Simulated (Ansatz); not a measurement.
Geometry optimisation, DFT PBE-D3(BJ), scalar-relativistic, plane waves, PAW (Ansatz 0.2.0).

Input file:

```yaml
crystal:
  lattice:
    - [6.98, 0.0, 0.0]
    - [0.0, 6.98, 0.0]
    - [0.0, 0.0, 6.98]
  atoms:
    - { symbol: Li, position: [0.0, 0.0, 0.0] }
    - { symbol: Li, position: [0.5, 0.0, 0.0] }
    - { symbol: Li, position: [0.0, 0.5, 0.0] }
    - { symbol: Li, position: [0.0, 0.0, 0.5] }
    - { symbol: Li, position: [0.25, 0.25, 0.25] }
    - { symbol: Li, position: [0.5, 0.5, 0.0] }
    - { symbol: Li, position: [0.5, 0.0, 0.5] }
    - { symbol: Li, position: [0.75, 0.25, 0.25] }
    - { symbol: Li, position: [0.0, 0.5, 0.5] }
    - { symbol: Li, position: [0.25, 0.75, 0.25] }
    - { symbol: Li, position: [0.25, 0.25, 0.75] }
    - { symbol: Li, position: [0.5, 0.5, 0.5] }
    - { symbol: Li, position: [0.75, 0.75, 0.25] }
    - { symbol: Li, position: [0.75, 0.25, 0.75] }
    - { symbol: Li, position: [0.25, 0.75, 0.75] }
    - { symbol: Li, position: [0.75, 0.75, 0.75] }
    - { symbol: H, position: [0.75115359, -0.0002521, 0.36913161] }
basis:
  ecutwfc: 420.0
kpoints:
  mp_grid: { grid: [4, 4, 4] }
hamiltonian:
  xc: pbe
  dispersion: d3bj
scf:
  occupations: { method: gaussian, width: 0.1 }
  lower_state_search: "off"
relax:
  f_tol: 0.03
  max_steps: 60
  adjacent_minimum: "off"
```

Launched with:

```bash
$ ansatz run input.yaml --threads 2 --pin off --max-ram 5120MiB --backend cpu --events-out ev --progress --plain --runs-dir out
```

Question: Where does it end, and by what steps?

Answer: The run converged. The force dipped under the threshold on the way, but the program's further checks kept it going. Limits of this set-up: coarse k mesh, odd electron count without spin, a small cell, in which the defect meets its images, a typed lattice constant that wasn't relaxed here. After 6 steps the energy has fallen by 0.077 eV; Li7 moved furthest, 0.21 Å.

| step | energy less start (eV) | largest force component (eV/Å) | accepted |
| --- | --- | --- | --- |
| 0 | 0.0000 | 0.212 | yes |
| 1 | -0.0598 | 0.062 | yes |
| 2 | -0.0646 | 0.015 | yes |
| 3 | -0.0709 | 0.030 | yes |
| 4 | -0.0761 | 0.043 | yes |
| 5 | -0.0773 | 0.020 | yes |
| 6 | -0.0773 | 0.020 | yes |

```xyz
17
Lattice="6.9800 0.0000 0.0000 0.0000 6.9800 0.0000 0.0000 0.0000 6.9800" Properties=species:S:1:pos:R:3
Li 0.099 0.000 -0.140
Li 3.391 0.000 -0.140
Li 0.080 3.490 0.111
Li -0.208 0.000 3.504
Li 1.747 1.667 1.821
Li 3.412 3.490 0.111
Li 3.699 0.000 3.504
Li 5.236 1.577 1.717
Li -0.072 3.490 3.428
Li 1.747 5.313 1.822
Li 1.746 1.789 5.110
Li 3.562 3.490 3.428
Li 5.236 5.403 1.718
Li 5.236 1.854 5.387
Li 1.746 5.191 5.110
Li 5.236 5.126 5.387
H 5.233 0.000 2.578
```

Whether the end is a true minimum wasn't checked by a vibrational analysis.

The run took 88 s on 2 threads of Arm Neoverse V1, with other jobs on the host, peak memory 0.69 GiB.
